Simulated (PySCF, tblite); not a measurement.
# C6H7NO: a rotation path, then NMR shifts on frames, part 1 of 2

Aim: move C6H7NO (`O=CNC1=CC=CC1`) away from its starting geometry and see how NMR shifts follow the geometry.

Computed with tblite 0.8.0 and PySCF 2.14.0, with density-fitted response routines of our own, on a single molecule in the gas phase. Atoms are numbered from 0 throughout.

## Step 1: The starting structure

15 atoms, charge 0, multiplicity 1; geometry from: GFN2-xTB.

Bonds of the start (Å): O0–C1 1.20, C1–N2 1.36, N2–C3 1.39, C3–C4 1.35, C4–C5 1.44, C5–C6 1.34, C6–C7 1.49, C7–C3 1.49, C1–H8 1.11, N2–H9 1.01, C4–H10 1.08, C5–H11 1.08, C6–H12 1.07, C7–H13 1.09, C7–H14 1.09.

## Step 2: The rotation path with GFN2-xTB

What the job is given:

```
{"job": {"kind": "neb", "xc": "GFN2-xTB", "basis": "xTB", "atoms": [7, 3, 2, 1], "turn": 180}, "charge": 0, "multiplicity": 1}
O     -2.090890    -0.431557     1.802418
C     -2.421712    -0.326140     0.648776
N     -1.596035    -0.113860    -0.404938
C     -0.215830     0.019924    -0.345545
C      0.614464     0.228986    -1.388428
C      1.966686     0.307991    -0.893655
C      1.969256     0.149819     0.438386
C      0.573078    -0.050021     0.921453
H     -3.476467    -0.395515     0.320992
H     -1.999554    -0.043061    -1.328581
H      0.336542     0.323969    -2.422848
H      2.821188     0.470050    -1.525821
H      2.819029     0.157394     1.094619
H      0.259646     0.716316     1.632295
H      0.436185    -1.006306     1.428966
```

Level: GFN2-xTB climbing-image nudged elastic band, gas phase.

Launch:

```bash
OMP_NUM_THREADS=1 python probes_run.py task.json out
```

One launch serves the whole session: the jobs run in the order shown.

Output:

```text
image   E - E0 / eV
  0       0.0000
  1       0.0331
  2       0.1265
  3       0.2428
  4       0.3014
  5       0.2664
  6       0.1829
  7       0.1089
  8       0.0790
```

Run time: 9.2 s. Hardware: 1 thread, shared host.

The final band, with the dihedral C7–C3–N2–C1:

```csv
image,dihedral (°),energy (eV),energy (kcal/mol)
0,0,0.000,0.0
1,25,0.033,0.8
2,49,0.126,2.9
3,71,0.243,5.6
4,91,0.301,7.0
5,111,0.266,6.1
6,133,0.183,4.2
7,156,0.109,2.5
8,180,0.079,1.8
```

## Step 3: Shielding tensors: image 0, PBE0/pcSseg-1

What the job is given:

```
{"job": {"kind": "nmr", "xc": "PBE0", "basis": "pcSseg-1", "pop": false}, "charge": 0, "multiplicity": 1}
O     -2.090900    -0.431600     1.802400
C     -2.421700    -0.326100     0.648800
N     -1.596000    -0.113900    -0.404900
C     -0.215800     0.019900    -0.345500
C      0.614500     0.229000    -1.388400
C      1.966700     0.308000    -0.893700
C      1.969300     0.149800     0.438400
C      0.573100    -0.050000     0.921500
H     -3.476500    -0.395500     0.321000
H     -1.999600    -0.043100    -1.328600
H      0.336500     0.324000    -2.422800
H      2.821200     0.470000    -1.525800
H      2.819000     0.157400     1.094600
H      0.259600     0.716300     1.632300
H      0.436200    -1.006300     1.429000
```

With the program's defaults for keys left out, this is: GIAO PBE0/pcSseg-1 NMR shielding, non-relativistic, gas phase.

Output:

```text
coarse grid: 13008 points
cycle   1  E = -362.1287320878  dE =  1.617e+00  |g| = 8.703e-01  |ddm| = 3.672e+00
cycle   2  E = -361.5474019035  dE =  5.813e-01  |g| = 1.899e+00  |ddm| = 2.501e+00
cycle   3  E = -362.2806995861  dE = -7.333e-01  |g| = 1.941e-01  |ddm| = 1.934e+00
cycle   4  E = -362.2878576579  dE = -7.158e-03  |g| = 9.402e-02  |ddm| = 2.459e-01
cycle   5  E = -362.2897964233  dE = -1.939e-03  |g| = 2.442e-02  |ddm| = 9.387e-02
cycle   6  E = -362.2899324304  dE = -1.360e-04  |g| = 8.954e-03  |ddm| = 2.992e-02
cycle   7  E = -362.2899505808  dE = -1.815e-05  |g| = 2.804e-03  |ddm| = 9.038e-03
cycle   8  E = -362.2899523098  dE = -1.729e-06  |g| = 5.665e-04  |ddm| = 2.505e-03
final grid: 127056 points
cycle   9  E = -362.3452024113  dE = -2.344e-05  |g| = 1.213e-02  |ddm| = 3.778e-02
cycle  10  E = -362.3451312273  dE =  7.118e-05  |g| = 2.275e-02  |ddm| = 2.562e-02
cycle  11  E = -362.3452318912  dE = -1.007e-04  |g| = 2.619e-03  |ddm| = 1.778e-02
cycle  12  E = -362.3452334042  dE = -1.513e-06  |g| = 2.474e-04  |ddm| = 2.286e-03
cycle  13  E = -362.3452334138  dE = -9.542e-09  |g| = 1.579e-04  |ddm| = 4.004e-04
cycle  14  E = -362.3452334195  dE = -5.694e-09  |g| = 4.409e-05  |ddm| = 1.755e-04
cycle  15  E = -362.3452334199  dE = -4.164e-10  |g| = 1.612e-05  |ddm| = 4.595e-05
converged SCF energy = -362.3452334199

GIAO shielding tensors (ppm)
atom      isotropic    diamagn.    paramagn.     s11        s22        s33       span
  0 O     -108.288     402.834    -511.122   -453.255   -213.589    341.981    795.236
  1 C       29.210     242.350    -213.139    -68.063     63.870     91.824    159.888
  2 N      101.870     331.136    -229.266    -16.340    151.772    170.178    186.518
  3 C       34.856     256.209    -221.353    -61.683     37.512    128.738    190.421
  4 C       71.898     253.516    -181.618     -1.515     74.933    142.275    143.790
  5 C       49.652     252.914    -203.262    -54.107     52.612    150.450    204.557
  6 C       54.176     255.403    -201.227    -52.667     62.613    152.582    205.249
  7 C      140.302     246.787    -106.484    130.611    139.108    151.188     20.576
  8 H       23.438      24.894      -1.456     18.879     23.776     27.659      8.780
  9 H       25.047      34.288      -9.241     20.442     27.075     27.624      7.182
 10 H       25.822      32.706      -6.884     23.712     24.989     28.765      5.053
 11 H       25.069      30.561      -5.491     23.662     24.228     27.319      3.657
 12 H       25.377      30.734      -5.357     23.736     25.719     26.675      2.940
 13 H       27.778      29.749      -1.971     22.421     27.685     33.227     10.806
 14 H       27.769      29.750      -1.982     22.398     27.687     33.221     10.822
```

It took 78 s on 1 thread, shared host.

The references, computed at this level on geometries of the same kind, shield at (ppm): 1H TMS 31.72, 13C TMS 186.9, 15N NH3 267.7, 17O H2O 336.1. Their shielding less the atom's gives the shift. The references are single molecules in the gas phase, so shifts against H2O, NH3, PH3, H3PO4 or CFCl3 are not on the usual liquid scales and can be off by tens of ppm. Each atom is listed at this fixed geometry, with no averaging over motion; a spectrum would average atoms that exchange fast.

| atoms | environment | σ (ppm) | δ (ppm) |
| --- | --- | --- | --- |
| C1 | amide carbonyl carbon | 29.2 | 157.7 |
| C3 | alkene carbon bearing nitrogen | 34.9 | 152.1 |
| C5 | alkene CH | 49.7 | 137.3 |
| C6 | alkene CH | 54.2 | 132.7 |
| C4 | β carbon of an enol-ether or enamine type C=C | 71.9 | 115.0 |
| C7 | allylic sp3 CH2 | 140.3 | 46.6 |
| H8 | hydrogen on an amide carbonyl carbon | 23.44 | 8.28 |
| H9 | hydrogen on an amide-type nitrogen | 25.05 | 6.67 |
| H11 | hydrogen on an alkene CH | 25.07 | 6.65 |
| H12 | hydrogen on an alkene CH | 25.38 | 6.34 |
| H10 | hydrogen on a β carbon of an enol-ether or enamine type C=C | 25.82 | 5.90 |
| H14 | hydrogen on an allylic sp3 CH2 | 27.77 | 3.95 |
| H13 | hydrogen on an allylic sp3 CH2 | 27.78 | 3.94 |
| O0 | amide-type carbonyl oxygen | -108.3 | 444.4 |
| N2 | amide-type nitrogen | 101.9 | 165.9 |

Ring of atoms C3, C4, C5, C6, C7: NICS(0) -4.3, NICS(1) -5.6, NICS(1)zz -11.6 ppm (means of both faces).

The fields below are evaluated on a grid from the run's orbitals.

Frontier orbitals at PBE0/pcSseg-1, with the share of their density that lies nearest to each atom:

```csv
orbital,energy (eV),lies on
HOMO,-5.87,"C6 24 %; C3, C4 about 18 % each; N2 11 %"
LUMO,-0.72,"C3, C6 about 17 % each; C1, C4 about 12 % each; O0 10 %"
```

ELF in a plane through or near 13 of the atoms.

Ten even steps from '0' (0.00) to '9' (1.00):
```
0000000000000000000000000000
0000000000000000000000000000
0000000000000000000000000000
0000000000389800000000000000
0000000000799920011000000000
0000012000799910599700000000
0000089721489800899700000000
0000499986826632798203840000
0000399955766818386369993000
0000067731523367658499995000
0000000277645983133638861000
0000001457184362026762000000
0000028997683151177486200000
0000059999323640188898400000
0000019996001210057775200000
0000000320000000001110000000
0000000000000000000000000000
0000000000000000000000000000
0000000000000000000000000000
0000000000000000000000000000
```
The map spans 12.2 Å across and 9.9 Å up, centred on the molecule. Atoms in the plane (x, y in Å): O0 (2.4, -1.4), C1 (2.5, -0.2), N2 (1.5, 0.7), C3 (0.1, 0.4), C4 (-0.9, 1.3), C5 (-2.1, 0.5), C6 (-1.9, -0.8), C7 (-0.4, -1.0), H8 (3.5, 0.3), H9 (1.7, 1.7), H10 (-0.8, 2.3), H11 (-3.1, 1.0), H12 (-2.6, -1.6).

log10 of the density (e/Å³) in the same plane.

Values, 10 rows by 14 columns:
```
-4.0 -4.0 -4.0 -4.0 -4.0 -4.0 -4.0 -4.0 -4.0 -4.0 -4.0 -4.0 -4.0 -4.0
-4.0 -4.0 -4.0 -4.0 -3.9 -3.0 -2.7 -3.2 -4.0 -4.0 -4.0 -4.0 -4.0 -4.0
-4.0 -4.0 -3.9 -3.2 -2.6 -1.3 -0.7 -1.8 -2.3 -2.2 -3.2 -4.0 -4.0 -4.0
-4.0 -4.0 -2.6 -1.3 -1.1 -0.4  0.2 -1.0 -0.6 -0.3 -1.8 -2.5 -3.4 -4.0
-4.0 -3.7 -2.1 -0.2  0.4  0.3  0.2  0.3  0.5  0.3 -0.4 -0.5 -2.2 -3.7
-4.0 -4.0 -2.8 -1.3  0.0  0.2 -0.1  0.1 -0.6  0.2  0.4 -0.6 -2.2 -3.7
-4.0 -4.0 -2.9 -1.0  0.3  0.1  0.2 -0.2 -1.0  0.7  0.5 -1.2 -3.2 -4.0
-4.0 -4.0 -3.3 -1.6 -0.9 -1.4 -1.2 -1.2 -1.5 -0.6 -0.7 -1.8 -4.0 -4.0
-4.0 -4.0 -4.0 -3.3 -2.9 -3.0 -2.8 -2.8 -3.2 -2.7 -2.8 -3.7 -4.0 -4.0
-4.0 -4.0 -4.0 -4.0 -4.0 -4.0 -4.0 -4.0 -4.0 -4.0 -4.0 -4.0 -4.0 -4.0
```
The map spans 12.2 Å across and 9.9 Å up, centred on the molecule. Atoms in the plane (x, y in Å): O0 (2.4, -1.4), C1 (2.5, -0.2), N2 (1.5, 0.7), C3 (0.1, 0.4), C4 (-0.9, 1.3), C5 (-2.1, 0.5), C6 (-1.9, -0.8), C7 (-0.4, -1.0), H8 (3.5, 0.3), H9 (1.7, 1.7), H10 (-0.8, 2.3), H11 (-3.1, 1.0), H12 (-2.6, -1.6).

On the surface of density 0.002 e/bohr³ the electrostatic potential runs, from the 1st to the 99th percentile, from -1.76 V near O0 to 2.33 V near H9.

## Step 4: NMR shieldings: image 2, PBE0/pcSseg-1

What the job is given:

```
{"job": {"kind": "nmr", "xc": "PBE0", "basis": "pcSseg-1", "pop": false}, "charge": 0, "multiplicity": 1}
O     -2.202200     0.609400     1.575000
C     -2.459700    -0.006100     0.574000
N     -1.566600    -0.426700    -0.354900
C     -0.198500    -0.129700    -0.317400
C      0.562700     0.335000    -1.325500
C      1.918700     0.484800    -0.853200
C      1.988700     0.109900     0.432100
C      0.640100    -0.314000     0.907100
H     -3.490000    -0.309000     0.304600
H     -1.919100    -0.812700    -1.218500
H      0.234300     0.571200    -2.321400
H      2.722400     0.853600    -1.465500
H      2.859400     0.101100     1.060300
H      0.276600     0.293800     1.738000
H      0.628900    -1.352700     1.243400
```

With the program's defaults for keys left out, this is: GIAO PBE0/pcSseg-1 NMR shielding, non-relativistic, gas phase.

Output:

```text
coarse grid: 13008 points
cycle   1  E = -362.1260053465  dE =  1.603e+00  |g| = 8.671e-01  |ddm| = 3.657e+00
cycle   2  E = -361.5418486248  dE =  5.842e-01  |g| = 1.900e+00  |ddm| = 2.408e+00
cycle   3  E = -362.2767487908  dE = -7.349e-01  |g| = 1.887e-01  |ddm| = 1.854e+00
cycle   4  E = -362.2835483813  dE = -6.800e-03  |g| = 8.901e-02  |ddm| = 2.279e-01
cycle   5  E = -362.2852607188  dE = -1.712e-03  |g| = 1.825e-02  |ddm| = 8.073e-02
cycle   6  E = -362.2853284002  dE = -6.768e-05  |g| = 7.675e-03  |ddm| = 2.099e-02
cycle   7  E = -362.2853414001  dE = -1.300e-05  |g| = 2.616e-03  |ddm| = 8.157e-03
cycle   8  E = -362.2853429335  dE = -1.533e-06  |g| = 6.484e-04  |ddm| = 2.424e-03
final grid: 127056 points
cycle   9  E = -362.3408956810  dE = -2.178e-05  |g| = 1.191e-02  |ddm| = 3.532e-02
cycle  10  E = -362.3408281865  dE =  6.749e-05  |g| = 2.228e-02  |ddm| = 2.397e-02
cycle  11  E = -362.3409238521  dE = -9.567e-05  |g| = 2.601e-03  |ddm| = 1.633e-02
cycle  12  E = -362.3409253674  dE = -1.515e-06  |g| = 2.529e-04  |ddm| = 2.337e-03
cycle  13  E = -362.3409253758  dE = -8.465e-09  |g| = 1.773e-04  |ddm| = 4.191e-04
cycle  14  E = -362.3409253831  dE = -7.308e-09  |g| = 4.645e-05  |ddm| = 1.922e-04
cycle  15  E = -362.3409253836  dE = -4.703e-10  |g| = 1.416e-05  |ddm| = 4.648e-05
converged SCF energy = -362.3409253836

GIAO shielding tensors (ppm)
atom      isotropic    diamagn.    paramagn.     s11        s22        s33       span
  0 O      -94.231     402.302    -496.533   -403.421   -221.090    341.818    745.239
  1 C       26.666     242.965    -216.300    -71.634     59.815     91.816    163.451
  2 N      114.287     331.032    -216.746      4.040    139.755    199.065    195.025
  3 C       34.891     256.437    -221.546    -64.533     47.526    121.681    186.214
  4 C       61.325     252.158    -190.833    -23.393     65.512    141.855    165.248
  5 C       48.923     253.838    -204.915    -54.677     52.428    149.016    203.693
  6 C       49.070     255.563    -206.492    -58.588     52.569    153.229    211.817
  7 C      140.650     247.606    -106.955    129.648    138.052    154.250     24.602
  8 H       23.582      25.054      -1.472     19.698     23.530     27.518      7.820
  9 H       25.333      34.106      -8.773     20.808     26.349     28.843      8.036
 10 H       25.594      32.657      -7.062     23.775     24.163     28.845      5.070
 11 H       25.018      30.593      -5.575     23.684     24.144     27.224      3.540
 12 H       25.195      30.706      -5.511     23.801     25.590     26.193      2.393
 13 H       27.137      29.452      -2.315     20.951     27.291     33.170     12.219
 14 H       28.769      29.404      -0.635     24.167     27.624     34.515     10.348
```

Run time: 54 s. Hardware: 1 thread, shared host.

Key values: δ C1 160.3, C3 152.0, C5 138.0, C6 137.9, H8 8.14, H11 6.70 ppm.

(Continued in part 2 of 2.)
